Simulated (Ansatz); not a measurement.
**CH6AlNS: a ladder of functionals and wavefunction methods**

The task here is to estimate one member of a computed series from the others.

The runs use Ansatz 0.2.0, Gaussian basis; functionals in def2-TZVPP, the program's frozen cores in correlated methods.

Plan: LDA (SPW92), PBE-D4, revPBE-D4, BLYP-D4, r2SCAN-D4, B97M-V, PBE0-D4, B3LYP-D4, r2SCANh-D4, r2SCAN0-D4, HSE06-D4, BHLYP-D4, CAM-B3LYP-D4, LC-ωPBE, ωB97X-V, ωB97M-V, B2PLYP, PBE-QIDH; CCSD(T)/def2-SVP; CCSD(T)/def2-TZVPP; MP2/def2-QZVPP; extrapolation to the limit; RPA on PBE.

## The relaxed structure

An earlier PBE0-D4 in a triple-zeta def2 set relaxation fixed the geometry.

SMILES `[AlH2][NH]CS`, 10 atoms, charge 0, spin multiplicity 1.

Atoms are counted from 1 here; the program's logs count them from 0.

Bond lengths: Al1–N2 1.777 Å, Al1–H5 1.582 Å, Al1–H6 1.581 Å, N2–C3 1.428 Å, N2–H7 1.010 Å, C3–S4 1.836 Å, C3–H8 1.092 Å, C3–H9 1.092 Å, S4–H10 1.343 Å. Angles: N2–Al1–H5 116.7°, N2–Al1–H6 117.4°, H5–Al1–H6 125.9°, Al1–N2–C3 127.4°, Al1–N2–H7 120.0°, C3–N2–H7 112.1°, N2–C3–S4 116.2°, N2–C3–H8 112.3°, N2–C3–H9 110.0°, S4–C3–H8 107.2°, S4–C3–H9 103.2°, H8–C3–H9 107.3°, C3–S4–H10 96.5°.

Set-up of the first run:

in.yaml

```yaml
crystal:
  periodic: [false, false, false]
  atoms:
    - {symbol: Al, position_ang: [-0.786214, 1.757076, -0.006616]}
    - {symbol: N, position_ang: [-0.363976, 0.097308, 0.467390]}
    - {symbol: C, position_ang: [0.811393, -0.633171, 0.116610]}
    - {symbol: S, position_ang: [0.643262, -1.817094, -1.276683]}
    - {symbol: H, position_ang: [0.316013, 2.572076, -0.796262]}
    - {symbol: H, position_ang: [-2.202885, 2.302179, 0.436702]}
    - {symbol: H, position_ang: [-1.038272, -0.477120, 0.952674]}
    - {symbol: H, position_ang: [1.223741, -1.187280, 0.963022]}
    - {symbol: H, position_ang: [1.587557, 0.052222, -0.231429]}
    - {symbol: H, position_ang: [-0.107717, -2.717298, -0.622406]}
basis:
  gaussian: {orbitals: def2-TZVPP}
hamiltonian: {xc: lda}
output: {orbitals: {seedname: orbitals}}
```

Run with:

```sh
$ ansatz run in.yaml --threads 2 --pin off --events-out ev --progress --plain --max-ram 4352MiB
```

Among the steps run: LDA; PBE-D4 (GGA); revPBE-D4 (GGA); BLYP-D4 (GGA); r2SCAN-D4 (meta-GGA); B97M-V (meta-GGA); B3LYP-D4 (hybrid); r2SCANh-D4 (hybrid); r2SCAN0-D4 (hybrid); HSE06-D4 (hybrid); BHLYP-D4 (hybrid); CAM-B3LYP-D4 (range-separated); LC-ωPBE (range-separated); ωB97X-V (range-separated); ωB97M-V (range-separated); B2PLYP (double hybrid); PBE-QIDH (double hybrid).

One table of the session follows, with a row left open; its other results are not shown here.

It belongs to the step «Frontier levels by functional». 

```
  functional  HOMO (eV)  gap (eV)
 LDA (SPW92)      -5.73      3.81
      PBE-D4      -5.58      3.89
   revPBE-D4      -5.53      3.93
     BLYP-D4      -5.43      3.85
   r2SCAN-D4      -5.83      4.45
      B97M-V      -5.93      4.34
     PBE0-D4      -6.80      5.86
    B3LYP-D4      -6.56      5.43
  r2SCANh-D4          ?         ?
  r2SCAN0-D4      -6.96      6.22
    HSE06-D4      -6.40      5.10
    BHLYP-D4      -7.89      7.72
CAM-B3LYP-D4      -8.14      8.13
     LC-ωPBE      -9.55     10.62
     ωB97X-V      -9.18     10.12
     ωB97M-V      -9.04      9.71
```

**Question.** Estimate the row for r2SCANh-D4.

Worked estimate for «HOMO (eV)». Against the share of exact exchange, r2SCAN-D4 (0, -5.83), r2SCAN0-D4 (0.25, -6.96) give a slope of -4.52 per unit share; at 0.1 the line stands at -6.28.

The run gave: HOMO (eV): -6.28; gap (eV): 5.17. In «HOMO (eV)» the line misses by 0.00.
